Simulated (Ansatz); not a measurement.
# TaN: the cost of one run

All numbers are computed with Ansatz 0.2.0, driven from Python. Level of theory: DFT PBEsol, plane waves, PAW.

### 1 Starting point

Symmetry: P-62m, No. 189, hexagonal system. The conventional cell has a = 5.196 Å, b = 5.196 Å, c = 2.911 Å, α = 90.00°, β = 90.00°, γ = 120.00°. Ta (site symmetry -6) has 6 N at 2.16 Å as nearest neighbours. Around Ta (site symmetry -62m) lie 3 N at 2.04 Å. N (site symmetry m2m) has 5 Ta at 2.04 to 2.16 Å as nearest neighbours.

The script holds or builds the structure itself.

### 2 The code

smear_tan.py reads:

```python
# -*- coding: utf-8 -*-
'''How the energy of TaN depends on the smearing.'''

import ansatz
from tabulate import tabulate

lattice = ansatz.Lattice.of(
    (5.196, 0.0, 0.0),
    (-2.598, 4.499868, 0.0),
    (0.0, 0.0, 2.911),
)
sites = [
    ('Ta', (1 / 3, 2 / 3, 0.5)),
    ('Ta', (2 / 3, 1 / 3, 0.5)),
    ('Ta', (0.0, 0.0, 0.0)),
    ('N', (0.39285, 0.0, 0.0)),
    ('N', (0.60715, 0.60715, 0.0)),
    ('N', (0.0, 0.39285, 0.0)),
]
tan = ansatz.Crystal(lattice=lattice)
for symbol, position in sites:
    tan = tan.atom(symbol, position)

setup = (
    tan.calculation()
    .scf(tolerance=1e-10)
    .functional(ansatz.Functional.PBESOL)
    .kpoints(5, 5, 7)  # sampling of the Brillouin zone
    .forces()
    .stress()  # positive in compression
)

rows = []
for value in [0.3, 0.2, 0.1, 0.05]:
    report = setup.occupations('methfessel_paxton', width=value).run(threads=1, backend='cpu').report
    rows.append((value, report['free_energy_ev'] / len(report['lattice']['sites']), report['n_iterations'], sum(report['stress_gpa'][i][i] for i in range(3)) / 3, max(abs(f) for row in report['forces_ev_ang'] for f in row), report['n_kpoints']))

print(tabulate(rows, headers=['width (eV)', 'F/atom (eV)', 'iterations', 'P (GPa)', 'max component (eV/A)', 'k-points'], floatfmt='.4f', tablefmt='plain'))

# differences from the last row
for row in rows[:-1]:
    shift = 1000 * (row[1] - rows[-1][1])
    print(f'{row[0]}: {shift:+.2f} meV/atom' + ('  (within 5 meV)' if abs(shift) < 5 else ''))
```

### 3 The calls as engine input

The engine receives this input (first run):

```yaml
crystal:
  lattice:
    - [5.196, 0.0, 0.0]
    - [-2.598, 4.499868, 0.0]
    - [0.0, 0.0, 2.911]
  atoms:
    - { symbol: Ta, position: [0.3333333333333333, 0.6666666666666666, 0.5] }
    - { symbol: Ta, position: [0.6666666666666666, 0.3333333333333333, 0.5] }
    - { symbol: Ta, position: [0.0, 0.0, 0.0] }
    - { symbol: "N", position: [0.39285, 0.0, 0.0] }
    - { symbol: "N", position: [0.60715, 0.60715, 0.0] }
    - { symbol: "N", position: [0.0, 0.39285, 0.0] }
kpoints:
  mp_grid:
    grid: [5, 5, 7]
hamiltonian:
  xc: pbesol
scf:
  convergence:
    dr2_threshold: 1.0e-10
  occupations:
    method: methfessel_paxton
    width: 0.3
output:
  forces: true
  stress: true
```

### 4 The run

Started as:

```console
> python smear_tan.py
```

**Question.** How long does this script take on 1 thread of Arm Neoverse V1, shared host, and how much memory does it need?

About 20 s, with a peak of 0.37 GiB.
